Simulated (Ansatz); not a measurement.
# CH4GeS: the cost of one run

Program: Ansatz 0.2.0. Level of theory: RKS BHLYP-D4/def2-SVP. These are calculated values, not measurements.

### Step 1. The system as given

Bond lengths: C1–Ge2 1.885 Å, Ge2–S3 2.206 Å, C1–H4 1.067 Å, C1–H5 1.127 Å, C1–H6 1.170 Å, S3–H7 1.450 Å. Angles: C1–Ge2–S3 107.7°, Ge2–C1–H4 111.9°, Ge2–C1–H5 113.1°, Ge2–C1–H6 110.8°, H4–C1–H5 106.2°, H4–C1–H6 109.3°, H5–C1–H6 105.2°, Ge2–S3–H7 92.5°.

As a file:

```xyz
7

C    -0.8846    0.6674   -0.2713
Ge    0.2801   -0.1525    0.9640
S     1.6881   -1.4109   -0.1767
H    -1.4124   -0.0509   -0.8571
H    -0.3517    1.3386   -1.0035
H    -1.6522    1.3597    0.2765
H     2.3939   -1.8193    1.0224
```

### Step 2. Relaxing end A

The input, input.yaml:

```yaml
crystal:
  periodic: [false, false, false]
  atoms:
    - { symbol: C, position_ang: [-0.8846, 0.6674, -0.2713] }
    - { symbol: Ge, position_ang: [0.2801, -0.1525, 0.964] }
    - { symbol: S, position_ang: [1.6881, -1.4109, -0.1767] }
    - { symbol: H, position_ang: [-1.4124, -0.0509, -0.8571] }
    - { symbol: H, position_ang: [-0.3517, 1.3386, -1.0035] }
    - { symbol: H, position_ang: [-1.6522, 1.3597, 0.2765] }
    - { symbol: H, position_ang: [2.3939, -1.8193, 1.0224] }
basis:
  gaussian: { orbitals: def2-SVP }
hamiltonian:
  xc: { name: BHLYP }
  dispersion: d4
relax:
  f_tol: 0.015
  max_steps: 40
```

The run is started by

```console
> ansatz run input.yaml --threads 1 --pin off --max-ram 2048MiB --backend cpu --events-out ev --progress --plain --runs-dir out
```

**Question.** How long does this run take on 1 thread of Intel Xeon at 2.50GHz (Skylake/Cascade Lake), shared host, and how much memory does it need?

About 59 s, with a peak of 0.18 GiB.
